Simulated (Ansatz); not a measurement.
Se, space group Pm-3m: an equation of state with a fit, run with Ansatz 0.2.0 through its Python package.

The script, `se_eos.py`:
```python
import ansatz
import numpy as np
from pymatgen.analysis.eos import EOS

VECTORS = np.array([
    [2.81056, 0.0, 0.0],
    [0.0, 2.81056, 0.0],
    [0.0, 0.0, 2.81056],
])
SITES = [
    ('Se', (0.0, 0.0, 0.0)),
]


def build(cell):
    crystal = ansatz.Crystal(lattice=ansatz.Lattice.of(cell))
    for symbol, position in SITES:
        crystal = crystal.atom(symbol, position)
    return crystal


def main() -> None:
    volumes, energies, pressures = [], [], []
    for scale in np.linspace(0.9, 1.1, 9):
        cell = VECTORS * scale ** (1 / 3)
        calculation = (
            build(cell).calculation()
            .functional(ansatz.Functional.R2SCAN)
            .occupations(ansatz.OccupationsMethod.FERMI_DIRAC, width=0.1)
            .scf(tolerance=1e-07)
            .basis(600)
            .kpoints(8, 8, 8)
            .stress()
        )
        rep = calculation.run().report
        volumes.append(abs(np.linalg.det(cell)) / len(SITES))
        energies.append(rep['free_energy_ev'] / len(SITES))
        pressures.append(np.trace(rep['stress_gpa']) / 3)
        print(f'V = {volumes[-1]:8.4f} A^3/atom  F = {energies[-1]:.5f} eV/atom  P = {pressures[-1]:8.3f} GPa')

    for form in ['pourier_tarantola', 'birch_murnaghan', 'murnaghan']:
        fit = EOS(eos_name=form).fit(volumes, energies)
        print(f'{form:18s} V0 {fit.v0:8.4f} A^3/atom  B0 {fit.b0_GPa:7.1f} GPa  B1 {fit.b1:5.2f}')


if __name__ == '__main__':
    main()
```

Its results, one of them left out:

| V (Å³/atom) | F less the lowest row shown (meV/atom) |
| --- | --- |
| 19.981 | 80.10 |
| 20.536 | 45.51 |
| 21.091 | 21.48 |
| 21.646 | 6.70 |
| 22.201 | 0.00 |
| 22.756 | 0.36 |
| 23.311 | 6.87 |
| 23.866 | 18.75 |
| 24.421 | ? |

What is the missing energy at 24.421 Å³ an atom?

A third-order Birch-Murnaghan fit, E = E0 + (9 V0 B0 / 16) [(t - 1)³ B' + (t - 1)² (6 - 4t)] with t = (V0/V)^(2/3), through the 8 rows shown gives V0 = 22.447 Å³, B0 = 77.4 GPa, B' = 4.43 and E0 = -0.65 meV. At V = 24.421 Å³, t = 0.94534, and the fit extrapolates to 35.37 meV. The run gave 35.27 meV, a miss of 0.10 meV.

Reading the output:
- The mesh is modest for a metal, so energies can be off by several to tens of meV an atom and pressures by half a GPa or more; differences at equal mesh fare better.
- The program warned that this SCF threshold is loose for forces or stresses.
- Pressure is positive in compression.
- This isn't the structure that Se takes at ambient conditions.
